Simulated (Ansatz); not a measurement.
I need vertical and adiabatic energies of changing the electron count of AsFH4Si, SMILES F[SiH2][AsH2]. Use the Python package of Ansatz (0.2.0). Level of theory (for the species named): B3LYP, def2-SVP basis, multiplicity 1.

```xyz
7

F    -2.1431   -0.1132    0.2623
Si   -0.6809   -0.1961   -0.4814
As    0.9226   -0.4057    1.1409
H    -0.5765   -1.3632   -1.3603
H    -0.4135    1.0079   -1.2943
H     0.8275    1.1145    1.5546
H     2.1252   -0.1122    0.1326
```

`asfh4si.py`
```python
# -*- coding: utf-8 -*-
"""How AsFH4Si relaxes after losing an electron."""

import itertools

import ansatz as az
from ase import Atoms
from ase.data import atomic_numbers, covalent_radii
import numpy as np


def main():
    atoms = Atoms(["F", "Si", "As", "H", "H", "H", "H"], positions=[
        [-2.1431, -0.1132, 0.2623],
        [-0.6809, -0.1961, -0.4814],
        [0.9226, -0.4057, 1.1409],
        [-0.5765, -1.3632, -1.3603],
        [-0.4135, 1.0079, -1.2943],
        [0.8275, 1.1145, 1.5546],
        [2.1252, -0.1122, 0.1326],
    ])
    mol = az.Crystal.molecule_from_ase(atoms)

    model = (
        mol.calculation()
        .basis(gaussian="def2-SVP")
        .functional("b3lyp")
    )
    symbols = [site.symbol for site in mol.cartesian_sites]
    start = np.array([site.position_ang for site in mol.cartesian_sites], dtype=float)
    data = model.relax(force_tolerance=0.01).run().report
    end = np.array(data["positions_ang"])

    minimum = az.Crystal.molecule()
    for symbol, place in zip(symbols, end):
        minimum = minimum.atom(symbol, place.tolist())
    ion = (
        minimum.calculation()
        .basis(gaussian="def2-SVP")
        .functional("b3lyp")
        .charge(1)
        .spin("collinear", total=1)
    )
    vertical = ion.run().report
    settled = ion.relax(force_tolerance=0.01, max_steps=80).run().report
    print(f"vertical ionisation energy   {vertical['free_energy_ev'] - data['free_energy_ev']:.3f} eV")
    print(f"adiabatic, no zero point     {settled['free_energy_ev'] - data['free_energy_ev']:.3f} eV")
    print(f"relaxation energy of the ion {vertical['free_energy_ev'] - settled['free_energy_ev']:.3f} eV")
    ionised = np.array(settled["positions_ang"])
    # pairs closer than 1.2 times the sum of covalent radii, before or after
    radius = [covalent_radii[atomic_numbers[s]] for s in symbols]
    span = lambda where, i, j: np.linalg.norm(where[i] - where[j])
    bonded = [(i, j) for i, j in itertools.combinations(range(len(symbols)), 2) if min(span(end, i, j), span(ionised, i, j)) < 1.2 * (radius[i] + radius[j])]
    print("pair        before    after (A)")
    for i, j in bonded:
        print(f"{symbols[i]}{i}-{symbols[j]}{j}".ljust(10), f"{span(end, i, j):8.4f} {span(ionised, i, j):8.4f}")


if __name__ == "__main__":
    main()
```

```console
$ python asfh4si.py
vertical ionisation energy   9.934 eV
adiabatic, no zero point     9.114 eV
relaxation energy of the ion 0.820 eV
pair        before    after (A)
F0-Si1       1.6326   1.6006
Si1-As2      2.3821   2.4762
Si1-H3       1.4896   1.4721
Si1-H4       1.4888   1.4775
As2-H5       1.5309   1.5105
As2-H6       1.5337   1.5110
```

Notes:
- The energies are electronic: no zero-point or thermal terms, and the basis set is short of its limit. The product may relax into another structure. Each relaxation finds its nearest minimum, which needn't be the lowest.
- b3lyp holds the VWN-RPA fit, as in Gaussian; the form of ORCA and Turbomole is b3lyp5.
- Finished in 85 s on 1 thread of Arm Neoverse V2, on a shared host, peak memory 0.32 GiB.
